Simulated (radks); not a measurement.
# Hf in [Xe] 4f14 5d2 6p2: an all-electron calculation

An exercise on one series of results from a longer session: the logs are not shown, and one member is left open.

The numbers are computed with radks (a radial shooting solver on a logarithmic mesh, Libxc functionals) version 1 (scalar-relativistic Kohn-Sham, HCTH/407, spin-unpolarised, spherical densities, point nucleus), except any that are marked as measured or tabulated.

### Starting point

| Item | Value |
| --- | --- |
| element | hafnium (Z = 72) |
| charge | 0 |
| electrons | 72 |
| configuration | [Xe] 4f14 5d2 6p2 |

The outer shells:

Hf
```
[Xe] core
4f [↑↓][↑↓][↑↓][↑↓][↑↓][↑↓][↑↓]
5d [↑ ][↑ ][  ][  ][  ]
6p [↑ ][↑ ][  ]
```

The first run:

Input:

```text
Z 72
configuration [Xe] 4f14 5d2 6p2
relativity scalar-relativistic
functional hcth_407
spin unpolarised
nucleus point
c 137.035999084
```

One of the session's tables, all rows but one given; the rest of the session is left out.

It belongs to the step «Orbitals and density». From the orbitals of this run (lengths in bohr):

| level | <r> | outermost maximum (interpolated) | 90 % within | nodes |
| --- | --- | --- | --- | --- |
| 1s | 0.01899 | 0.0119 | 0.0345 | 0 |
| 2s | 0.08038 | 0.0681 | 0.125 | 1 |
| 2p | 0.07172 | 0.0557 | 0.117 | 0 |
| 3s | 0.2086 | 0.192 | 0.306 | 2 |
| 3p | 0.2084 | 0.190 | 0.312 | 1 |
| 3d | 0.1888 | 0.154 | 0.293 | 0 |
| 4s | 0.4680 | 0.437 | 0.672 | 3 |
| 4p | 0.4972 | 0.458 | 0.723 | 2 |
| 4d | 0.5343 | 0.470 | 0.802 | 1 |
| 5s | 1.132 | 1.01 | 1.63 | 4 |
| 5p | 1.333 | 1.16 | 1.95 | 3 |
| 4f | 0.6713 | 0.453 | 1.14 | 0 |
| 5d | ? | ? | ? | ? |
| 6p | 4.744 | 3.87 | 7.25 | 4 |

Q: Estimate the row for 5d from the others.

**Answer.** <r>: 2.282; outermost maximum (interpolated): 1.63; 90 % within: 3.71; nodes: 2. In the column «<r>» it lies between 5p (1.333) and 6p (4.744).
